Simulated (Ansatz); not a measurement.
TiAs, space group P6_3/mmc, a calculation of the elastic constants

Computed with Ansatz's Python interface.

Script `tias_elastic.py`:
```python
"""Stiffness tensor and moduli of TiAs."""

import ansatz
from ase import Atoms
import numpy as np

atoms = Atoms(
    ["Ti", "Ti", "As", "As"],
    scaled_positions=[
        [0.0, 0.0, 0.5],
        [0.0, 0.0, 0.0],
        [2 / 3, 1 / 3, 0.75],
        [1 / 3, 2 / 3, 0.25],
    ],
    cell=[
        [3.680188, 0.0, 0.0],
        [-1.840094, 3.187136, 0.0],
        [0.0, 0.0, 6.023667],
    ],
    pbc=True,
)
system = ansatz.Crystal.from_ase(atoms)

calc = (
    system.calculation()
    .occupations("gaussian", width=0.15)
    .basis(450)
    .functional("lda")
    .kpoints(14, 14, 7)
)
result = calc.elastic(ansatz.ElasticMode.CLAMPED_ION).run(threads=1)
elastic = result.elastic

print(np.array2string(np.round(elastic.c_gpa, 1) + 0.0, suppress_small=True))
print("Voigt stress of the unstrained cell (GPa, tension positive):", np.round(elastic.sigma0_gpa, 3) + 0.0)
print("smallest eigenvalue of C:", round(elastic.stability.min_eigenvalue_gpa, 1), "GPa; stable:", elastic.stability.stable)
# averaged moduli need a positive definite tensor
if elastic.stability.min_eigenvalue_gpa > 0:
    m = elastic.moduli
    anisotropy = 5 * m.g_voigt_gpa / m.g_reuss_gpa + m.k_voigt_gpa / m.k_reuss_gpa - 6
    print(f"Voigt K {m.k_voigt_gpa:.1f} G {m.g_voigt_gpa:.1f}; Reuss K {m.k_reuss_gpa:.1f} G {m.g_reuss_gpa:.1f}; universal anisotropy index {anisotropy:.3f}")
```

`python tias_elastic.py` gives:
```text
[[175.6  33.6  89.7   0.    0.    0. ]
 [ 33.6 175.6  89.7   0.    0.    0. ]
 [ 90.7  90.7 190.2   0.    0.    0. ]
 [  0.    0.    0.  110.7   0.    0. ]
 [  0.    0.    0.    0.  110.7   0. ]
 [  0.    0.    0.    0.    0.   71. ]]
Voigt stress of the unstrained cell (GPa, tension positive): [7.125 7.125 6.059 0.    0.    0.   ]
smallest eigenvalue of C: 71.0 GPa; stable: True
Voigt K 107.7 G 80.3; Reuss K 102.8 G 67.8; universal anisotropy index 0.966
```

Caveats:
- The cell isn't relaxed first, so the values belong to this volume.
- A positive definite tensor excludes instabilities under uniform strain alone; phonons elsewhere in the zone can still be imaginary.
- The cell stands under an uneven stress, so these stress-strain coefficients aren't symmetric, and eigenvalues smaller than that stress decide nothing.
- These are clamped-ion constants: where atoms have free coordinates under strain, the relaxed-ion ones can be far smaller or negative, so this tensor doesn't settle whether the crystal is stable.
- At these settings the cell as given stands under about -7 GPa, so it isn't at this functional's equilibrium volume.
- This cell is a computed structure, which may not be the phase found in nature.
- Shear constants of a metal converge slowly with the k-point mesh and can be wrong in sign on a coarse one; the constants belong to the cell that was strained.
- The whole script took 6.4 min on 1 thread of Arm Neoverse V1 (shared host), peak memory 1 GiB.

(A comment or docstring line of the script was reworded after the run, the code is as it ran; lines on the test bed's own set-up are left out of the output.)
